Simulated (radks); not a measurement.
# F⁻ held by a Watson sphere

Aim: the size and levels of F⁻ inside a shell of charge +1 and radius R, which stands for the Madelung well of a crystal, for several R.

Method: scalar-relativistic Kohn-Sham, LDA (Slater exchange, Perdew-Wang correlation), spin-polarised, spherical densities, finite nucleus. Code: radks (a radial shooting solver on a logarithmic mesh, Libxc functionals) version 1.

## (1) Starting point

* element: fluorine (Z = 9)
* charge: -1
* electrons: 10
* configuration: [Ne]
* nuclear rms radius: 2.8976 fm

Outer shells as boxes (Hund's rule):

F⁻
```
[He] core
2s [↑↓]
2p [↑↓][↑↓][↑↓]
```

## (2) R = 2.16 bohr

Input:

```text
Z 9
configuration [Ne]
relativity scalar-relativistic
functional lda,pw
spin polarised
nucleus finite rms 2.8976 fm
c 137.035999084
watson charge 1 radius 2.16 bohr
response adiabatic LDA kernel
```

## (3) R = 2.52 bohr

Settings, as their differences from step 2:

```diff
@@ -7,3 +7,3 @@
 c 137.035999084
-watson charge 1 radius 2.16 bohr
+watson charge 1 radius 2.52 bohr
 response adiabatic LDA kernel
```

## (4) R = 2.62 bohr

Settings, as their differences from step 3:

```diff
@@ -7,3 +7,3 @@
 c 137.035999084
-watson charge 1 radius 2.52 bohr
+watson charge 1 radius 2.62 bohr
 response adiabatic LDA kernel
```

## (5) R = 2.86 bohr

Settings, as their differences from step 4:

```diff
@@ -7,3 +7,3 @@
 c 137.035999084
-watson charge 1 radius 2.62 bohr
+watson charge 1 radius 2.86 bohr
 response adiabatic LDA kernel
```

## (6) R = 2.93 bohr

Settings, as their differences from step 5:

```diff
@@ -7,3 +7,3 @@
 c 137.035999084
-watson charge 1 radius 2.86 bohr
+watson charge 1 radius 2.93 bohr
 response adiabatic LDA kernel
```

## (7) R = 3.26 bohr

Settings, as their differences from step 6:

```diff
@@ -7,3 +7,3 @@
 c 137.035999084
-watson charge 1 radius 2.93 bohr
+watson charge 1 radius 3.26 bohr
 response adiabatic LDA kernel
```

## (8) R = 3.47 bohr

Settings, as their differences from step 7:

```diff
@@ -7,3 +7,3 @@
 c 137.035999084
-watson charge 1 radius 3.26 bohr
+watson charge 1 radius 3.47 bohr
 response adiabatic LDA kernel
```

## (9) R = 3.77 bohr

Settings, as their differences from step 8:

```diff
@@ -7,3 +7,3 @@
 c 137.035999084
-watson charge 1 radius 3.47 bohr
+watson charge 1 radius 3.77 bohr
 response adiabatic LDA kernel
```

Before running it: what results should come out? Wanted: for each run, R; highest level; its <r>; sum of <r²>; α.

As calculated:

```csv
R (bohr),highest level (eV),its <r> (bohr),sum of <r²> (bohr²),α (bohr³)
2.16,-8.811,1.232,15.32,8.491
2.52,-7.874,1.254,15.96,10.12
2.62,-7.637,1.260,16.12,10.58
2.86,-7.106,1.270,16.46,11.70
2.93,-6.960,1.273,16.56,12.03
3.26,-6.328,1.285,16.95,13.58
3.47,-5.968,1.291,17.17,14.55
3.77,-5.503,1.298,17.44,15.92
```

In words: From R = 2.16 to 3.77 bohr the top level moves from -8.811 to -5.503 eV and its mean radius from 1.23 to 1.30 bohr. A wider sphere makes a shallower well, so the ion swells. The polarisability goes from 8.49 to 15.9 bohr³. Response by self-consistent Sternheimer equations with the Hartree and adiabatic LDA kernel, the relativistic mass of each level held fixed and spin-orbit coupling left out. The sphere does not respond.
